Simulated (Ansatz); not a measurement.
TiB₂, space group P6/mmm: an all-electron equation of state, run with Ansatz 0.2.0, Python API.

`run_eos_lapw.py`:
```python
"""E(V) of TiB2 on LAPW."""

import warnings

import ansatz as az
from ase.eos import EquationOfState
from ase.units import GPa
import numpy as np

VECTORS = np.array([
    [3.0292, 0.0, 0.0],
    [-1.5146, 2.62336415, 0.0],
    [0.0, 0.0, 3.2284],
])
SITES = [
    ("Ti", (0.0, 0.0, 0.0)),
    ("B", (1 / 3, 2 / 3, 0.5)),
    ("B", (2 / 3, 1 / 3, 0.5)),
]


def build(cell):
    crystal = az.Crystal(lattice=az.Lattice.of(cell))
    for symbol, position in SITES:
        crystal = crystal.atom(symbol, position)
    return crystal

warnings.simplefilter("ignore", az.DeckWarning)

volumes, energies = [], []
for scale in np.linspace(0.92, 1.08, 5):
    cell = VECTORS * scale ** (1 / 3)
    setup = (
        build(cell).calculation()
        .functional("pbe")
        .occupations("Fermi-Dirac", width=0.15)
        .scf(tolerance=1e-09)
        .kpoints(11, 11, 9)
        .pseudopotentials("all_electron", lapw=True)
    )
    report = setup.run(threads=1, pin="off").report
    volumes.append(abs(np.linalg.det(cell)) / len(SITES))
    energies.append(report["free_energy_ev"] / len(SITES))
    print(f"{scale:.3f} {volumes[-1]:9.4f} A^3/atom {energies[-1]:16.5f} eV/atom  (estimated basis error {1000 * report['lapw_basis_errors']['total_ev_per_atom']:.2f} meV/atom)")
v0, e0, bulk = EquationOfState(volumes, energies, eos="birchmurnaghan").fit()
print(f"V0 = {v0:.4f} A^3/atom, B0 = {bulk / GPa:.1f} GPa")
```

From its runs, with one value withheld:

| V (Å³/atom) | F less the lowest row shown (meV/atom) |
| --- | --- |
| 7.868 | 51.49 |
| 8.210 | 12.43 |
| 8.552 | 0.00 |
| 8.894 | 9.49 |
| 9.236 | ? |

What is the missing energy at 9.236 Å³ an atom?

A third-order Birch-Murnaghan fit, E = E0 + (9 V0 B0 / 16) [(t - 1)³ B' + (t - 1)² (6 - 4t)] with t = (V0/V)^(2/3), through the 4 rows shown gives V0 = 8.564 Å³, B0 = 254.4 GPa, B' = 3.85 and E0 = -0.01 meV. At V = 9.236 Å³, t = 0.95088, and the fit extrapolates to 37.04 meV. The run gave 37.03 meV, a miss of 0.01 meV.

No spin polarisation was allowed. Shape and fractional positions are held along the curve, so the bulk modulus is an upper value where they are free to relax. For a metal this k-point mesh is coarse: on a finer one energies can move by several to tens of meV an atom and pressures by half a GPa or more, differences at one mesh by less. The structure is a deposited one; some such entries were measured under pressure or heat, so a shift against it needn't be the functional's error alone. Timing: 73 s on 1 thread of Arm Neoverse V2 (shared host), peak memory 0.48 GiB.
